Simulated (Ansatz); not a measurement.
## two structures of Tl: a comparison of enthalpies under pressure, step by step

Program: Ansatz's Python interface.

Notebook, run cell by cell (the value of a cell's last expression is shown):

In [1]:
```python
import warnings

import ansatz as az
import numpy as np
```

In [2]:
```python
def sc(A, a):
    return (
        az.Lattice.cubic(a)
        .space_group(221)
        .atom(A, [0, 0, 0])
    )
```

In [3]:
```python
def hcp(A, a):
    return (
        az.Lattice.from_parameters(a, a, 1.633 * a, alpha=90, beta=90, gamma=120)
        .space_group(194)
        .atom(A, [1 / 3, 2 / 3, 0.25])
    )
```

In [4]:
```python
def compute(name, crystal, pressure=0.0):
    calc = (
        crystal.calculation()
        .pseudopotentials("nc")
        .initial_density(normalization="cell")
        .functional(az.Functional.PBESOL, dispersion="d3bj")
        .eigensolver("davidson", full_accuracy=True)
        .scf(tolerance=1e-09, max_iterations=60, self_checks="low")
        .kpoints(spacing=0.26)
        .occupations("gaussian", width=0.1)
    )
    calc = calc.relax(force_tolerance=0.02, cell=True, pressure=pressure)
    return calc.run(threads=1, backend="cpu")
```

In [5]:
```python
def volume_per_atom(outcome):
    return abs(np.linalg.det(outcome.lattice.cell_ang)) / len(outcome.lattice.sites)
```

In [6]:
```python
warnings.simplefilter("ignore", az.DeckWarning)
```

In [7]:
```python
phases = {}
phases["sc"] = sc("Tl", 3.16)
phases["hcp"] = hcp("Tl", 3.43)
```

In [8]:
```python
# H = E + PV, with 1 eV per cubic angstrom equal to 160.2 GPa
pressures = [0, 15, 30, 45]
enthalpy, volume = {name: [] for name in phases}, {name: [] for name in phases}
for p in pressures:
    for name, crystal in phases.items():
        o = compute(name, crystal, pressure=p)
        volume[name].append(volume_per_atom(o))
        enthalpy[name].append(o.report["energy_sigma0_ev"] / len(o.lattice.sites) + p * volume[name][-1] / 160.21766)
gap = np.array(enthalpy["hcp"]) - np.array(enthalpy["sc"])
rows = [(p, va, vb, 1000 * d) for p, va, vb, d in zip(pressures, volume["sc"], volume["hcp"], gap)]
print("   P (GPa)  V sc (A^3/atom)  V hcp (A^3/atom)  H(hcp) - H(sc) (meV/atom)")
for row in rows:
    print(f"{row[0]:10d}  {row[1]:15.3f}  {row[2]:16.3f}  {row[3]:+25.1f}")
crossings = [p0 - g0 * (p1 - p0) / (g1 - g0) for p0, p1, g0, g1 in zip(pressures, pressures[1:], gap, gap[1:]) if g0 * g1 < 0]
print("crossing near", [round(float(p), 1) for p in crossings], "GPa") if crossings else print("no crossing in this range")
```
```text
   P (GPa)  V sc (A^3/atom)  V hcp (A^3/atom)  H(hcp) - H(sc) (meV/atom)
         0           29.378            27.023                     -159.7
        15           23.509            22.187                     -325.6
        30           21.201            20.042                     -440.0
        45           19.751            18.647                     -544.0
no crossing in this range
```

Notes:
- These settings explore the input space; cutoff and mesh may be short of convergence.
- At a fixed pressure a relaxation lowers the enthalpy F + PV, while F alone can rise.
- Dispersion corrections can be off by several per cent in the lattices of metals, and by several GPa in the pressure at a fixed cell.
- The program warned that this SCF threshold is loose for forces or stresses.
- Spin-orbit coupling, which matters for elements this heavy, is left out.
- Only these two structures are compared, at zero temperature and with their symmetry kept; either may be hypothetical, and another phase may be lower than both. Differences under about 40 meV an atom lie within the error of mesh and functional.
- The cells are prototypes set up for this calculation and needn't exist.
- The script silences the warnings on its input, which a real study should read.
- Hardware and time: 3.6 min on 1 thread of Arm Neoverse V1 (shared host), peak memory 0.46 GiB.
